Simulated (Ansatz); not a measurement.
# CH3ClF2Si: a ladder of functionals and wavefunction methods

The task here is to estimate one member of a computed series from the others.

Computed with Ansatz 0.2.0, Gaussian basis. Level: functionals in def2-TZVPP, the program's frozen cores in correlated methods.

The runs, in order: PBE-D4, r2SCAN-D4, PBE0-D4, B3LYP-D4, ωB97X-V, ωB97M-V, B2PLYP; CCSD(T)/def2-TZVPP; MP2/def2-QZVPP; extrapolation to the limit.

### Structure used throughout

The geometry comes from an earlier relaxation with PBE0-D4 in a triple-zeta def2 set; it is a stationary point, not always the lowest conformer.

SMILES `FC[SiH](F)Cl`, 8 atoms, charge 0, spin multiplicity 1.

Atoms are counted from 1 here; the program's logs count them from 0.

Bond lengths: F1–C2 1.388 Å, C2–Si3 1.876 Å, C2–H6 1.095 Å, C2–H7 1.095 Å, Si3–F4 1.588 Å, Si3–Cl5 2.040 Å, Si3–H8 1.475 Å. Angles: F1–C2–Si3 109.9°, F1–C2–H6 108.8°, F1–C2–H7 108.7°, Si3–C2–H6 110.9°, Si3–C2–H7 110.6°, H6–C2–H7 107.9°, C2–Si3–F4 109.6°, C2–Si3–Cl5 107.1°, C2–Si3–H8 113.6°, F4–Si3–Cl5 108.7°, F4–Si3–H8 108.2°, Cl5–Si3–H8 109.7°.

Set-up of the first run:

The input, in.yaml:

```yaml
crystal:
  periodic: [false, false, false]
  atoms:
    - {symbol: F, position_ang: [0.496966, -0.439010, 1.874344]}
    - {symbol: C, position_ang: [0.350572, 0.446284, 0.814921]}
    - {symbol: Si, position_ang: [-0.315976, -0.459114, -0.687432]}
    - {symbol: F, position_ang: [0.765856, -1.500059, -1.205601]}
    - {symbol: Cl, position_ang: [-0.625178, 0.938978, -2.139979]}
    - {symbol: H, position_ang: [1.323358, 0.900158, 0.597412]}
    - {symbol: H, position_ang: [-0.333931, 1.246254, 1.117413]}
    - {symbol: H, position_ang: [-1.569568, -1.190490, -0.427078]}
basis:
  gaussian: {orbitals: def2-TZVPP}
hamiltonian: {xc: pbe, dispersion: d4}
output: {forces: true, orbitals: {seedname: orbitals}}
```

Run with:

```console
$ ansatz run in.yaml --threads 4 --pin off --events-out ev --progress --plain --max-ram 10444MiB
```

Among the steps run: PBE-D4 (GGA); r2SCAN-D4 (meta-GGA); PBE0-D4 (hybrid); B3LYP-D4 (hybrid); ωB97X-V (range-separated); ωB97M-V (range-separated); B2PLYP (double hybrid); CCSD(T) in def2-TZVPP; MP2 in def2-QZVPP.

One of the session's tables, all rows but one given; the rest of the session is left out.

It belongs to the step «Atomisation energies». 

| method | atomisation energy (kcal/mol) |
| --- | --- |
| PBE-D4 | 715.3 |
| r2SCAN-D4 | 706.3 |
| PBE0-D4 | 700.7 |
| B3LYP-D4 | 698.8 |
| ωB97X-V | 706.9 |
| ωB97M-V | 706.5 |
| B2PLYP | 694.6 |
| HF/def2-TZVPP | 519.9 |
| MP2/def2-TZVPP | ? |
| CCSD/def2-TZVPP | 673.9 |
| CCSD(T)/def2-TZVPP | 684.6 |
| MP2/CBS | 726.4 |
| CCSD(T)/CBS | 705.8 |

Q: Estimate the row for MP2/def2-TZVPP from the others.

As computed: atomisation energy (kcal/mol): 705.2. In the column «atomisation energy (kcal/mol)» it lies between PBE0-D4 (700.7) and CCSD(T)/CBS (705.8).

Limits of these values: Free atoms (2 F, 1 C, 1 Si, 1 Cl, 3 H) were run apart at each level; the atomisation energy is their sum less the molecule, without zero-point or spin-orbit terms.
